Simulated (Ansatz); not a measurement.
# MgWBr4O (C2) in Ansatz: reference runs

Aim: a first look at MgWBr4O with PBE, on the cell as given and on a disturbed one.

All numbers are computed with Ansatz 0.2.0; they aren't measurements. Logs are shortened: lines on timing, memory, paths and dates and some standing lists are left out, and cuts for length are marked.

## (1) Starting point

It takes space group C2 (No. 5, monoclinic). Conventional cell: a = 13.387 Å, b = 3.933 Å, c = 9.465 Å, α = 90.00°, β = 134.99°, γ = 90.00°. Around W (site symmetry 2) lie 2 O at 1.97 Å. Around Br (site symmetry 1) lie 1 Mg at 2.58 Å and 1 W at 2.68 Å. Br (site symmetry 1) has 1 Mg at 2.58 Å and 1 W at 2.68 Å as nearest neighbours. Around Mg (site symmetry 2) lie 4 Br at 2.58 Å. O (site symmetry 2) is surrounded by 2 W at 1.97 Å.

The cell comes from a database or a generator and needn't be the stable form of this composition.

## (2) Single point, PBE

Input file input.yaml:

```yaml
crystal:
  lattice:
    - [6.6936181217, -1.9662910634, 0.0]
    - [6.6936181217, 1.9662910634, 0.0]
    - [-6.6910355183, 0.0, 6.6944538826]
  atoms:
    - { symbol: W, position: [0.984461, 0.015539, 0.0] }
    - { symbol: Br, position: [0.29959, 0.241917, 0.19133] }
    - { symbol: Br, position: [0.758083, 0.70041, 0.80867] }
    - { symbol: Br, position: [0.855025, 0.986047, 0.649759] }
    - { symbol: Br, position: [0.013953, 0.144975, 0.350241] }
    - { symbol: Mg, position: [0.231172, 0.768828, 0.5] }
    - { symbol: O, position: [0.484151, 0.515849, 0.0] }
hamiltonian:
  xc: pbe
  pseudopotentials: { kind: paw }
kpoints:
  mp_grid: { grid: [7, 7, 4] }
scf:
  occupations: { method: fermi_dirac, width: 0.05 }
output:
  forces: true
  stress: true
  eigenvalues: true
```

Potentials or basis: Ansatz PAW.

The run is started by

```bash
$ ansatz run input.yaml --threads 4 --pin off --max-ram 10240MiB --backend cpu --events-out ev --progress --plain --runs-dir out
```

Output:

```text
Warning: RAYON_NUM_THREADS=4 ignored (pool sized by the plan → 4); use --threads N
basis.fft_grid_basis auto: the FFT boxes are laid along the combinations [[1, -1, 0], [0, 1, 0], [1, 0, 1]] of the cell's own vectors, 3.933, 6.976 and 6.977 Å long. The dense box has 27×48×48 points. Along the cell's own vectors, as sized, it would have 48×48×64, 2.37 times as many. Of the 2 symmetry operations that the crystal satisfies within crystal.symmetry.tolerance (time reversal apart; of a slab, those that keep its plane) the dense box along the cell's own vectors carries 2, and the one as laid loses 1 of those. basis.fft_grid_basis: typed keeps the cell's own vectors: state it where this run's energies or levels are differenced outside the engine with another run's, or held beside a run that keeps those vectors.
Engine: ansatz 0.2.0, aarch64-unknown-linux-gnu
Pseudopotentials: kind: paw
Pseudopotential: W, paw, valence charge 14, recommended cutoff 420 eV (normal), W.paw.azcp
Pseudopotential: Br, paw, valence charge 7, recommended cutoff 420 eV (normal), Br.paw.azcp
Pseudopotential: Mg, paw, valence charge 10, recommended cutoff 420 eV (normal), Mg.paw.azcp
Pseudopotential: O, paw, valence charge 6, recommended cutoff 420 eV (normal), O.paw.azcp
Functional definition: PBE
  parameter kappa = 0.804
  parameter beta = 0.06672455060314922
  exchange = pbe_x(kappa = kappa, mu = beta*pi^2/3)
  correlation = pbe_c(beta = beta)
Crystal: 7 atoms, lattice volume = 176.219 Å³
Basis set: ecut = 420 eV, 3463 PW (Γ), FFT grids on a1−a2, a2, a1+a3, exchange–correlation on 54×96×96 points (8 copies of the dense FFT grid, shifted against one another)
Bands: 36, of which v1, the nominal top of the filled ones, is band 29 counted from 1 (28 counted from 0)
Symmetry: 2 space group operations
Space group: C2 (ITA 5), of the structure as read, at distance tolerance 5.6e-5 Å
k-points: 60 of 196 (time reversal used)
Non-local potential: W, projectors of the file, l = 0: 3, l = 1: 2, l = 2: 2, l = 3: 1
Non-local potential: Br, projectors of the file, l = 0: 2, l = 1: 2, l = 2: 2
Non-local potential: Mg, projectors of the file, l = 0: 3, l = 1: 2, l = 2: 1
Non-local potential: O, projectors of the file, l = 0: 2, l = 1: 2, l = 2: 1
PAW form: soft (Blöchl's): semilocal exchange-correlation on the pseudo side does not see the compensation charge
PAW one-centre angular grid: W, 590 points (default); XC on 64 Gauss nodes
PAW one-centre angular grid: Br, 110 points (default); XC on 64 Gauss nodes
PAW one-centre angular grid: Mg, 110 points (default); XC on 64 Gauss nodes
PAW one-centre angular grid: O, 110 points (default); XC on 64 Gauss nodes
Initial density: superposition of atomic densities (neutral atoms: chi_scale 0, normalization atom), corrected by the library's trained network
Initial wavefunctions: pseudopotential atomic-orbital guess
Functional: x = pbe(κ = 0.804, μ = 0.2195149727645171), c = pbe(β = 0.06672455060314922)
SCF iter   1: F=—  HF=-24013.100275 eV  |F-HF|=—  |Δ(HF+E_count)|=         —  Δρ=5.21e-3  dr2=3.89e-2  ethr=1.77e-3  ⟨swp⟩=7.7  Hψ=10858  notcnv=0  defer=4
preconditioner: auto → LDOS  [metal: Δε(μ)=0.014 eV  Ē_g=8.968 eV  σ=0.050 eV  W_gap=0.07  n_scr=44 (ndim 8)  ℏωp=17.7 eV  f_vac=0.024  D(μ)=6.76/eV (n_scr^D=52)  β→1.0]
SCF iter   2: F=—  HF=-24013.115579 eV  |F-HF|=—  |Δ(HF+E_count)|=   1.53e-2  Δρ=7.72e-3  dr2=1.02e-1  ethr=6.71e-5  ⟨swp⟩=2.5  Hψ=4855  notcnv=0  defer=74
SCF iter   3: F=—  HF=-24013.096355 eV  |F-HF|=—  |Δ(HF+E_count)|=   1.92e-2  Δρ=1.95e-3  dr2=6.54e-3  ethr=6.71e-5  ⟨swp⟩=2.0  Hψ=3690  notcnv=0  defer=74
SCF iter   4: F=—  HF=-24013.095258 eV  |F-HF|=—  |Δ(HF+E_count)|=   1.10e-3  Δρ=6.22e-4  dr2=7.09e-4  ethr=1.13e-5  ⟨swp⟩=2.0  Hψ=3287  notcnv=0  defer=72
SCF iter   5: F=—  HF=-24013.095223 eV  |F-HF|=—  |Δ(HF+E_count)|=   3.51e-5  Δρ=3.65e-4  dr2=4.79e-4  ethr=1.22e-6  ⟨swp⟩=1.5  Hψ=2116  notcnv=0  defer=72
SCF iter   6: F=—  HF=-24013.095156 eV  |F-HF|=—  |Δ(HF+E_count)|=   6.73e-5  Δρ=1.58e-4  dr2=8.59e-5  ethr=8.26e-7  ⟨swp⟩=2.0  Hψ=2167  notcnv=0  defer=72
SCF iter   7: F=—  HF=-24013.095053 eV  |F-HF|=—  |Δ(HF+E_count)|=   1.03e-4  Δρ=4.44e-5  dr2=4.79e-6  ethr=1.48e-7  ⟨swp⟩=2.1  Hψ=2767  notcnv=0  defer=72
SCF iter   8: F=—  HF=-24013.095052 eV  |F-HF|=—  |Δ(HF+E_count)|=   1.15e-6  Δρ=1.10e-5  dr2=3.00e-7  ethr=8.26e-9  ⟨swp⟩=2.0  Hψ=3293  notcnv=0  defer=72
SCF iter   9: F=-24013.095052 eV  HF=-24013.095052 eV  |F-HF|=4.26e-9  |Δ(HF+E_count)|=   8.55e-8  Δρ=2.15e-6  dr2=6.39e-9  ethr=1.72e-10  ⟨swp⟩=10.1  Hψ=10321  notcnv=0
SCF 1 converged in 9 iterations: F = -24013.095052 eV  dr2 = 6.39e-9
SCF converged after 9 iterations
Free energy (F): -24013.095052 eV
Harris-Foulkes:  -24013.095052 eV  (|F-HF|=4.26e-9)
Internal energy: -24013.041340 eV  (E = F + TS)
E sigma→0 (E₀):  -24013.068196 eV
Entropy (-TS):   -0.053712 eV (-7.673 meV/atom)
Fermi energy:    5.703937 eV
--- Per-component energies (eV) ---
  E_band       = -754.493696
  E_kinetic    = 1224.889379
  E_local      = -4777.203297  (includes V_loc(G=0)·N_el)
  E_nonlocal   = 425.247723
  E_hartree    = 1692.795184
  E_xc         = -1422.012356
  E_vxc        = -777.072439  (∫ρ·V_xc dr)
  E_paw        = -17999.755566  (= ΣΔE_a)
  E_vpaw       = -235.948445  (= ΣTr[D̂ρ^β])
  E_aug_tail   = 0.002326  (compensation charges beyond the density's cutoff)
  E_ewald      = -3157.004733
  E_smearing   = -0.053712  (= −TS)
  E_closure    = 0.000000  (closes the sum)
  Σ components = -24013.095052   (vs F -24013.095052, Δ=0.00e0)
--- Forces (eV/Å), atoms counted from 1 ---
  atom   1  W      0.00000000     0.01137711     0.00000000
  atom   2  Br    -0.41499201     0.03569358    -0.31300783
  atom   3  Br     0.41499201     0.03569358     0.31300783
  atom   4  Br    -0.31453103    -0.05473852     0.41973374
  atom   5  Br     0.31453103    -0.05473852    -0.41973374
  atom   6  Mg     0.00000000    -0.00440772     0.00000000
  atom   7  O      0.00000000     0.03111572     0.00000000
  max |Σ_I F_I| component: 4.78e-6 eV/Å
--- Stress (GPa, compression-positive) ---
       -2.358357       0.000000      -0.018951
        0.000000      -5.578743       0.000000
       -0.018951       0.000000      -2.373014
  P = ⅓ Tr σ = -3.4367 GPa (-34.367 kbar)
--- Band table (eV; the first three rows and the last of 60) ---
  k-point 0: bands = ["-71.1840", "-69.6138", "-37.9727", "-37.9220", "-37.9214", "-34.0813", "-33.6631", "-33.6627", "-13.9600", "-10.1401", "-9.5733", "-9.5715", "-9.5132", "-0.6100", "0.6640", "0.6682", "0.7713", "1.2052", "1.4406", "2.2502", "2.2509", "2.6035", "2.7801", "2.7855", "3.1381", "3.6189", "3.6664", "3.6685", "5.5003", "5.5029", "5.5676", "6.8507", "7.5014", "9.4189", "10.7474", "10.7493"]
  k-point 1: bands = ["-71.1840", "-69.6138", "-37.9727", "-37.9220", "-37.9214", "-34.0813", "-33.6631", "-33.6627", "-13.9597", "-10.0718", "-9.6859", "-9.5899", "-9.4632", "-0.4235", "0.4417", "0.6722", "0.9319", "1.2462", "1.3661", "2.0236", "2.4407", "2.6323", "2.8362", "2.9318", "3.1492", "3.3146", "3.4937", "3.6162", "5.4586", "5.5273", "5.6063", "7.3659", "7.4911", "9.2385", "10.5647", "10.6384"]
  k-point 2: bands = ["-71.1840", "-69.6138", "-37.9727", "-37.9220", "-37.9214", "-34.0813", "-33.6631", "-33.6627", "-13.9594", "-9.9271", "-9.8541", "-9.6040", "-9.4383", "-0.0680", "0.0552", "0.7573", "0.9841", "1.2636", "1.6449", "1.8785", "2.0972", "2.6072", "2.7352", "3.0049", "3.2945", "3.3087", "3.4480", "3.5271", "5.4155", "5.5594", "5.6206", "7.4335", "8.0472", "8.7300", "10.5297", "10.7779"]
  k-point 59: bands = ["-71.1840", "-69.6138", "-37.9729", "-37.9220", "-37.9214", "-34.0922", "-33.6626", "-33.6621", "-13.7715", "-9.8804", "-9.8272", "-9.5835", "-9.4341", "0.0130", "0.0829", "0.3815", "0.7704", "0.8333", "1.3484", "1.5935", "1.9352", "2.4421", "2.7604", "2.7981", "3.0341", "3.3434", "3.3467", "3.5358", "5.6637", "5.8578", "5.9525", "7.4709", "8.3063", "8.8666", "10.7535", "11.0841"]
```

Wall time 13 s (4 threads of Arm Neoverse V1, shared host); peak memory 0.62 GiB.

What came out:

```yaml
Free_energy: -24013.0951 eV
Pressure: -3.4 GPa
Largest_force: 0.527 eV/Å
Band_gap_on_the_k_mesh: none (metal or under the smearing width)
```

Forces in eV/Å, atoms in the order of the input:
```
W    0.000  0.011  0.000
Br  -0.415  0.036 -0.313
Br   0.415  0.036  0.313
Br  -0.315 -0.055  0.420
Br   0.315 -0.055 -0.420
Mg   0.000 -0.004  0.000
O    0.000  0.031  0.000
```

## (3) Single point, PBE (atoms moved at random, drawn with an rms of 0.05 Å)

Input file input.yaml:

```yaml
crystal:
  lattice:
    - [6.6936181217, -1.9662910634, 0.0]
    - [6.6936181217, 1.9662910634, 0.0]
    - [-6.6910355183, 0.0, 6.6944538826]
  atoms:
    - { symbol: W, position: [0.979129, 0.016615, 0.00043] }
    - { symbol: Br, position: [0.293206, 0.243805, 0.190467] }
    - { symbol: Br, position: [0.769949, 0.695014, 0.812295] }
    - { symbol: Br, position: [0.860007, 0.982001, 0.648617] }
    - { symbol: Br, position: [0.000952, 0.159469, 0.350247] }
    - { symbol: Mg, position: [0.226073, 0.775591, 0.502803] }
    - { symbol: O, position: [0.4685, 0.528851, -0.003565] }
hamiltonian:
  xc: pbe
  pseudopotentials: { kind: paw }
kpoints:
  mp_grid: { grid: [7, 7, 4] }
scf:
  occupations: { method: fermi_dirac, width: 0.05 }
output:
  forces: true
  stress: true
  eigenvalues: true
```

Potentials or basis: Ansatz PAW.

The run is started by

```bash
$ ansatz run input.yaml --threads 4 --pin off --max-ram 10240MiB --backend cpu --events-out ev --progress --plain --runs-dir out
```

Wall time 20 s (4 threads of Arm Neoverse V1, shared host); peak memory 0.76 GiB.

It converged, with:

- Free energy: -24013.0824 eV
- Pressure: -3.3 GPa
- Largest force: 0.671 eV/Å
- Band gap on the k mesh: none (metal or under the smearing width)

Forces in eV/Å, atoms in the order of the input:
```
W    0.530  0.096 -0.145
Br  -0.301  0.111 -0.196
Br   0.169  0.176  0.110
Br  -0.449  0.093  0.490
Br   0.196 -0.121 -0.387
Mg   0.135 -0.116 -0.100
O   -0.280 -0.239  0.228
```

Stress tensor (GPa, compression positive):
```
-1.90 -0.22  0.14
-0.22 -5.42 -0.06
 0.14 -0.06 -2.52
```

Levels at points of the mesh, in eV from the Fermi level:
```csv
k point,band 27,band 28,band 29,band 30,band 31,band 32
"(0.00, 0.00, 0.00)",-2.08,-2.02,-0.20,-0.17,-0.14,1.12
"(0.00, 0.00, -0.50)",-2.25,-2.21,-0.26,-0.15,-0.09,1.73
```

The run has no spin-orbit coupling, so splittings on W are missing.
